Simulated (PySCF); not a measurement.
**The bond of CaIn+, level by level**

The task here is to estimate one member of a computed series from the others.

Computed with PySCF 2.14.0. Level: Ca def2-SVPD, In def2-SVPD with ECP28, scalar-relativistic core potentials.

Set-up of the first run:

The job is set up so:

```yaml
atoms: Ca, In
charge: 1
basis: Ca def2-SVPD, In def2-SVPD with ECP28
Hamiltonian: scalar-relativistic core potentials
basis_functions: 59
electrons_treated: 40
masses_in_u: 39.9626, 114.9039
levels: PBE0, PBE, r²SCAN, BLYP, M06-L, M06, CAM-B3LYP, HF, MP2, SCS-MP2, CCSD, CCSD(T)
grid: 80 radial by 434 angular points
occupations: held fixed by the projection of orbital angular momentum
dissociation_limit: Ca + In+, each in its ground configuration
starting_distance_in_angstrom: 3.080
values_of_2S_to_try: 0, 2
```

Run with:

```
$ OMP_NUM_THREADS=1 python dia.py task.json out
```

Steps of the session up to this table: Input; The PBE0 curve of the state that the search chose; Excited determinants; PBE (GGA); r²SCAN (meta-GGA); BLYP (GGA); M06-L; M06 (hybrid meta-GGA); CAM-B3LYP (range-separated hybrid); RHF (mean field); Correlated methods on the Hartree–Fock reference.

One of the session's tables, all rows but one given; the rest of the session is left out.

It belongs to the step «The curves together». Energy (eV) from each level's lowest point:

| R (Å) | RHF | RHF-MP2 | RHF-SCS-MP2 | RHF-CCSD | RHF-CCSD(T) |
| --- | --- | --- | --- | --- | --- |
| 3.142 | 0.420 | 0.295 | 0.321 | n/a | n/a |
| 3.289 | 0.227 | 0.140 | 0.159 | 0.144 | 0.138 |
| 3.435 | 0.105 | 0.050 | 0.062 | 0.053 | 0.049 |
| 3.544 | 0.049 | 0.015 | 0.022 | 0.016 | 0.014 |
| 3.654 | ? | ? | ? | ? | ? |
| 3.764 | 0.000 | 0.001 | 0.000 | 0.000 | 0.002 |
| 3.910 | 0.000 | 0.022 | 0.015 | 0.020 | 0.023 |
| 4.093 | 0.024 | 0.069 | 0.055 | 0.066 | 0.071 |
| 4.312 | 0.075 | 0.143 | 0.122 | 0.140 | 0.148 |
| 4.604 | 0.163 | 0.257 | 0.228 | n/a | n/a |

Estimate the missing values for R (Å) = 3.654.

Worked estimate for «RHF». A straight line through the neighbours (3.544, 0.049) and (3.764, 0.000) gives 0.049 + (0.000 − 0.049) × (3.654 − 3.544) / (3.764 − 3.544) = 0.025; a parabola fitted to 4 rows on both sides gives 0.016.

The run gave: RHF: 0.016; RHF-MP2: 0.000; RHF-SCS-MP2: 0.003; RHF-CCSD: 0.000; RHF-CCSD(T): 0.000. In «RHF» the line misses by +0.009 and the parabola by 0.000.
